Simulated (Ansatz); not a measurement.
TlBi3, space group Pm-3m, a relaxation of cell and ions

With the Ansatz DFT code, driven from Python.

Run as a notebook:

**Cell 1**
```python
import ansatz as az
from ase import Atoms
from ase.neighborlist import neighbor_list
import matplotlib.pyplot as plt
import numpy as np
```

**Cell 2**
```python
def edges_and_angles(cell):
    cell = np.asarray(cell)
    a, b, c = np.linalg.norm(cell, axis=1)
    cosines = cell[1] @ cell[2] / (b * c), cell[0] @ cell[2] / (a * c), cell[0] @ cell[1] / (a * b)
    return (a, b, c, *np.degrees(np.arccos(cosines)))
```

**Cell 3**
```python
lattice = az.Lattice.of(
    (5.035145, 0.0, 0.0),
    (0.0, 5.035145, 0.0),
    (0.0, 0.0, 5.035145),
)
sites = [
    ("Tl", (0.0, 0.0, 0.0)),
    ("Bi", (0.0, 0.5, 0.5)),
    ("Bi", (0.5, 0.0, 0.5)),
    ("Bi", (0.5, 0.5, 0.0)),
]
system = az.Crystal(lattice=lattice)
for symbol, position in sites:
    system = system.atom(symbol, position)
```

**Cell 4**
```python
len(system.resolved().sites)
```
Output:
```text
4
```

**Cell 5**
```python
# edges free, angles fixed
job = (
    system.calculation()
    .functional("LDA")
    .basis(420)
    .occupations("cold", width=0.15)
    .kpoints(4, 4, 4, center="gamma")
    .relax(max_steps=30, fix_cell=["angles"], stress_tolerance=0.05)
)
steps = []
```

**Cell 6**
```python
def collect(event):
    if event["event"] == "relax_step":
        steps.append(event["data"])
```

**Cell 7**
```python
out = job.session().plan().execute(on_event=collect)
r = out.report
```

**Cell 8**
```python
out.lattice.cell_ang
```
Output:
```text
array([[4.88905802e+00, 2.13139519e-96, 5.58774357e-99],
       [2.13139519e-96, 4.88905802e+00, 0.00000000e+00],
       [5.58774357e-99, 0.00000000e+00, 4.88905802e+00]])
```

**Cell 9**
```python
r["mixing_algorithm"], r["preconditioner"], r["eigensolver"]
```
Output:
```text
('MSR1', 'Kerker', 'band_cg')
```

**Cell 10**
```python
[(site.symbol, site.position_frac.round(4).tolist()) for site in out.lattice.sites]
```
Output:
```text
[(<Element.TL: 'Tl'>, [-0.0, -0.0, 0.0]), (<Element.BI: 'Bi'>, [0.0, 0.5, 0.5]),
 (<Element.BI: 'Bi'>, [0.5, -0.0, 0.5]), (<Element.BI: 'Bi'>, [0.5, 0.5, 0.0])]
```

**Cell 11**
```python
print("step   energy (eV)     max comp. (eV/A)   P (GPa)  SCF")
for s in steps:
    print(f"{s['step']:4d} {s['lagrangian_ev']:15.5f} {s['allowed_force_max_ev_ang']:12.4f} {s['pressure_gpa']:10.3f} {s['n_scf']:5d}")
```
Output:
```text
step   energy (eV)     max comp. (eV/A)   P (GPa)  SCF
   1    -47403.67587       0.0000     -3.806     6
   2    -47403.81497       0.0000      0.958     6
   3    -47403.81985       0.0000     -0.209     5
   4    -47403.82022       0.0000     -0.008     4
   5    -47403.81828       0.0000     -0.009     6
```

**Cell 12**
```python
first, last = steps[0], steps[-1]
symbols = [site.symbol for site in out.lattice.sites]
print(f"energy gained {first['lagrangian_ev'] - last['lagrangian_ev']:.4f} eV in {len(steps) - 1} steps")
for label, vectors in (("before", first["cell_ang"]), ("after", out.lattice.cell_ang)):
    print(label, "a b c (A) {:.4f} {:.4f} {:.4f}  angles {:.2f} {:.2f} {:.2f}".format(*edges_and_angles(vectors)), f" V = {abs(np.linalg.det(vectors)):.3f} A^3")
print("final stress xx yy zz (GPa, compression positive):", np.round(np.diag(r["stress_gpa"]), 3) + 0.0)

print("atom   start x y z (A)              end x y z (A)")
for symbol, a, b in zip(symbols, first["positions_ang"], last["positions_ang"]):
    print(f"{symbol:3s}", " ".join(f"{v:8.4f}" for v in a), "  ", " ".join(f"{v:8.4f}" for v in b))
```
Output:
```text
energy gained 0.1424 eV in 4 steps
before a b c (A) 5.0351 5.0351 5.0351  angles 90.00 90.00 90.00  V = 127.654 A^3
after a b c (A) 4.8891 4.8891 4.8891  angles 90.00 90.00 90.00  V = 116.863 A^3
final stress xx yy zz (GPa, compression positive): [-0.009 -0.009 -0.009]
atom   start x y z (A)              end x y z (A)
Tl    0.0000   0.0000   0.0000     -0.0000  -0.0000   0.0000
Bi    0.0000   2.5176   2.5176      0.0000   2.4445   2.4445
Bi    2.5176   0.0000   2.5176      2.4445  -0.0000   2.4445
Bi    2.5176   2.5176   0.0000      2.4445   2.4445   0.0000
```

**Cell 13**
```python
final = Atoms(symbols, positions=last["positions_ang"], cell=out.lattice.cell_ang, pbc=True)
i, j, d = neighbor_list("ijd", final, 4.5)
print("neighbours within 1.1 times the shortest distance of each atom (A)")
for atom in range(len(final)):
    near = [m for m in np.argsort(d) if i[m] == atom]
    shell = [m for m in near if d[m] < 1.1 * d[near[0]]]
    print(f"{symbols[atom]}{atom} ({len(shell)}):", ", ".join(f"{symbols[j[m]]} {d[m]:.3f}" for m in shell))
```
Output:
```text
neighbours within 1.1 times the shortest distance of each atom (A)
Tl0 (12): Bi 3.457, Bi 3.457, Bi 3.457, Bi 3.457, Bi 3.457, Bi 3.457, Bi 3.457, Bi 3.457, Bi 3.457, Bi 3.457, Bi 3.457, Bi 3.457
Bi1 (12): Bi 3.457, Bi 3.457, Tl 3.457, Bi 3.457, Bi 3.457, Bi 3.457, Tl 3.457, Bi 3.457, Tl 3.457, Bi 3.457, Bi 3.457, Tl 3.457
Bi2 (12): Tl 3.457, Bi 3.457, Bi 3.457, Bi 3.457, Tl 3.457, Bi 3.457, Tl 3.457, Bi 3.457, Bi 3.457, Tl 3.457, Bi 3.457, Bi 3.457
Bi3 (12): Tl 3.457, Bi 3.457, Bi 3.457, Bi 3.457, Tl 3.457, Bi 3.457, Tl 3.457, Tl 3.457, Bi 3.457, Bi 3.457, Bi 3.457, Bi 3.457
```

**Cell 14**
```python
fig, (top, bottom) = plt.subplots(2, 1, sharex=True, figsize=(4.5, 4))
top.plot([s["lagrangian_ev"] - last["lagrangian_ev"] for s in steps], "o-")
top.set_ylabel("E - E(final) (eV)")
bottom.semilogy([max(s["allowed_force_max_ev_ang"], 1e-6) for s in steps], "s-")
bottom.set(xlabel="step", ylabel="largest force (eV/A)")
fig.tight_layout()
fig.savefig("relax.png", dpi=100)
```

**Cell 15**
```python
print(f"free energy      {r['free_energy_ev']:.5f} eV")
print(f"per atom         {r['free_energy_ev'] / len(out.lattice.sites):.5f} eV")
print(f"SCF iterations   {r['n_iterations']}  (converged: {r['converged']})")
```
Output:
```text
free energy      -47403.81828 eV
per atom         -11850.95457 eV
SCF iterations   6  (converged: True)
```

Total energies depend on the potentials; only differences at equal settings carry meaning. Forces vanish by symmetry, so the ions can't move, and the end may be a saddle. For a metal this k-point mesh is coarse: on a finer one energies can move by several to tens of meV an atom and pressures by half a GPa or more, differences at one mesh by less. Energies along a relaxation are free energies. Rows at an unchanged volume are solved on a plane-wave basis chosen afresh for that cell, so the energy jumps there and such rows are no steps of the walk. Spin-orbit coupling, which matters for elements this heavy, is left out. The structure comes from a database of computed cells and needn't be a stable or known phase. Run time: 10 s on 1 thread of Arm Neoverse V2, on a shared host, peak memory 0.5 GiB.

(Lines on the test bed's own set-up are left out of the output.)
